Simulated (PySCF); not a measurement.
**KC (quartet): changing the method**

What do other methods print for KC (quartet)?

Computed with PySCF 2.14.0. Level: each script names its method and basis.

## 1. The starting structure

KC (quartet): 2 atoms, charge 0, spin multiplicity 4.

Bond lengths: K1–C2 2.655 Å.

## 2. Base script

input.py reads:

```python
from pyscf import gto, scf

mol = gto.M(
    atom='K 0 0 0; C 0 0 2.655',
    basis='pcseg-1',
    charge=0,
    spin=3,
    verbose=4,
)
mf = scf.UHF(mol)
mf.kernel()
mf.stability(internal=True, external=True)
mf.dip_moment()
print('orbital energies (hartree):', [e[max(0, n-3):n+3].round(4) for e, n in zip(mf.mo_energy, mol.nelec)])
```

Command:

```console
$ OMP_NUM_THREADS=1 python input.py
```

## 3. MP2

Variant 1 changes step after the SCF: stability → mp2; frozen orbitals: none → 6.

Changes to input.py since step 2:

```diff
@@ -1,2 +1,2 @@
-from pyscf import gto, scf
+from pyscf import gto, scf, mp
 
@@ -11,3 +11,3 @@
 mf.kernel()
-mf.stability(internal=True, external=True)
+mp.MP2(mf, frozen=6).kernel()
 mf.dip_moment()
```

## 4. Geometry optimisation

Variant 2 changes step after the SCF: stability → optimize.

input.py reads:

```python
from pyscf import gto, scf
from pyscf.geomopt.geometric_solver import optimize

mol = gto.M(
    atom='K 0 0 0; C 0 0 2.655',
    basis='pcseg-1',
    charge=0,
    spin=3,
    verbose=4,
)
mf = scf.UHF(mol)
mf.kernel()
mol_eq = optimize(mf, maxsteps=30)
print('optimised geometry (angstrom)')
print(mol_eq.tostring('raw'))
print('orbital energies (hartree):', [e[max(0, n-3):n+3].round(4) for e, n in zip(mf.mo_energy, mol.nelec)])
```

## 5. Frequency run

Variant 3 changes step after the SCF: stability → frequency.

Changes to input.py since step 2:

```diff
@@ -1,2 +1,3 @@
 from pyscf import gto, scf
+from pyscf.hessian import thermo
 
@@ -11,3 +12,4 @@
 mf.kernel()
-mf.stability(internal=True, external=True)
+hess = mf.Hessian().kernel()
+print('wavenumber (cm^-1) =', thermo.harmonic_analysis(mol, hess)['freq_wavenumber'].round(1))
 mf.dip_moment()
```

## 6. EOM-EA

Variant 4 changes step after the SCF: stability → eomea; frozen orbitals: none → 6; number of roots: none → 6.

Changes to input.py since step 2:

```diff
@@ -1,2 +1,2 @@
-from pyscf import gto, scf
+from pyscf import gto, scf, cc
 
@@ -11,3 +11,6 @@
 mf.kernel()
-mf.stability(internal=True, external=True)
+mycc = cc.CCSD(mf, frozen=6)
+mycc.kernel()
+e = mycc.eaccsd(nroots=6)[0]
+print('roots (eV) =', (e*27.211386).round(3))
 mf.dip_moment()
```

## 7. EOM-EA

Variant 5 changes step after the SCF: stability → eomea; frozen orbitals: none → 6; number of roots: none → 3.

Changes to input.py since step 2:

```diff
@@ -1,2 +1,2 @@
-from pyscf import gto, scf
+from pyscf import gto, scf, cc
 
@@ -11,3 +11,6 @@
 mf.kernel()
-mf.stability(internal=True, external=True)
+mycc = cc.CCSD(mf, frozen=6)
+mycc.kernel()
+e = mycc.eaccsd(nroots=3)[0]
+print('roots (eV) =', (e*27.211386).round(3))
 mf.dip_moment()
```

**Question.** What will these runs give? Wanted: for each run, E(SCF); from base; gap, α spin; SCF dipole; after the SCF.

**Answer**, as computed:

```csv
run,E(SCF) (hartree),from base (eV),cycles,"gap, α spin (eV)",SCF dipole (D),after the SCF
base,-636.790124,0,11,6.91,10.48,stable
MP2,-636.790124,0.0000,11,6.91,10.48,"MP2 correlation -4.955 eV, core frozen"
geometry optimisation,-636.790124,0.0000,11,6.91,n/a,"bond 2.605 Å, -0.005 eV"
frequency run,-636.790124,0.0000,11,6.91,10.48,highest mode 332 cm⁻¹
EOM-EA,-636.790124,0.0000,11,6.91,10.48,"CCSD correlation -5.727 eV, core frozen, first root -0.23 eV"
EOM-EA,-636.790124,0.0000,11,6.91,10.48,"CCSD correlation -5.727 eV, core frozen, first root -0.23 eV"
```

SCF columns refer to the geometry typed in the script.

What this shows: The dearest run is “frequency run”, at 5.8 s against 1.1 s.
